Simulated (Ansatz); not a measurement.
# Nb5O: the cost of one run

Method: DFT PBE, scalar-relativistic, plane waves, PAW, in Ansatz 0.2.0.

3 further runs of the same task are left out: 1 that didn't finish, 2 set aside as unsound or not needed.

**1. The starting structure**

It takes space group P6/mmm (No. 191, hexagonal). The conventional cell has a = 6.045 Å, b = 6.045 Å, c = 5.461 Å, α = 90.00°, β = 90.00°, γ = 120.00°. Nb (site symmetry 3m) has 1 Nb at 2.26 Å as nearest neighbours. Nb (site symmetry 6/mmm) has 2 O at 2.73 Å as nearest neighbours. O (site symmetry 6/mmm) has 2 Nb at 2.73 Å as nearest neighbours.

As a file:

```cif
data_structure
_symmetry_space_group_name_H-M 'P 1'
_symmetry_Int_Tables_number 1
_cell_length_a 6.0450
_cell_length_b 6.0450
_cell_length_c 5.4613
_cell_angle_alpha 90.000
_cell_angle_beta 90.000
_cell_angle_gamma 120.000
_cell_volume 172.83
loop_
_atom_site_label
_atom_site_type_symbol
_atom_site_fract_x
_atom_site_fract_y
_atom_site_fract_z
_atom_site_occupancy
Nb1 Nb 0.33333 0.66667 0.29268 1
Nb2 Nb 0.33333 0.66667 0.70732 1
Nb3 Nb 0.66667 0.33333 0.70732 1
Nb4 Nb 0.66667 0.33333 0.29268 1
Nb5 Nb 0.00000 0.00000 0.50000 1
O1 O 0.00000 0.00000 0.00000 1
```

A structure generator made this guess: random cell by space group and Wyckoff sites (P6/mmm, No. 191). Its size is a rough estimate.

**2. Probe: one point on a coarse mesh**

Input file input.yaml:

```yaml
crystal:
  lattice:
    - [6.04503927, 0.0, 0.0]
    - [-3.02251964, 5.23515758, 0.0]
    - [0.0, 0.0, 5.4612827]
  atoms:
    - { symbol: Nb, position: [0.33333333, 0.66666667, 0.29267981] }
    - { symbol: Nb, position: [0.33333333, 0.66666667, 0.70732019] }
    - { symbol: Nb, position: [0.66666667, 0.33333333, 0.70732019] }
    - { symbol: Nb, position: [0.66666667, 0.33333333, 0.29267981] }
    - { symbol: Nb, position: [0.0, 0.0, 0.5] }
    - { symbol: O, position: [0.0, 0.0, 0.0] }
basis:
  ecutwfc: 420
kpoints:
  mp_grid: { grid: [3, 3, 4] }
hamiltonian:
  xc: pbe
scf:
  occupations: { method: gaussian, width: 0.1 }
  lower_state_search: "off"
output:
  forces: true
  stress: true
  eigenvalues: true
```

Run with:

```
$ ansatz run input.yaml --threads 1 --pin off --max-ram 2560MiB --backend cpu --events-out ev --progress --plain --runs-dir out
```

**Question.** How long does this run take on 1 thread of Arm Neoverse V1, shared host, and how much memory does it need?

About 4.3 s, with a peak of 0.4 GiB.
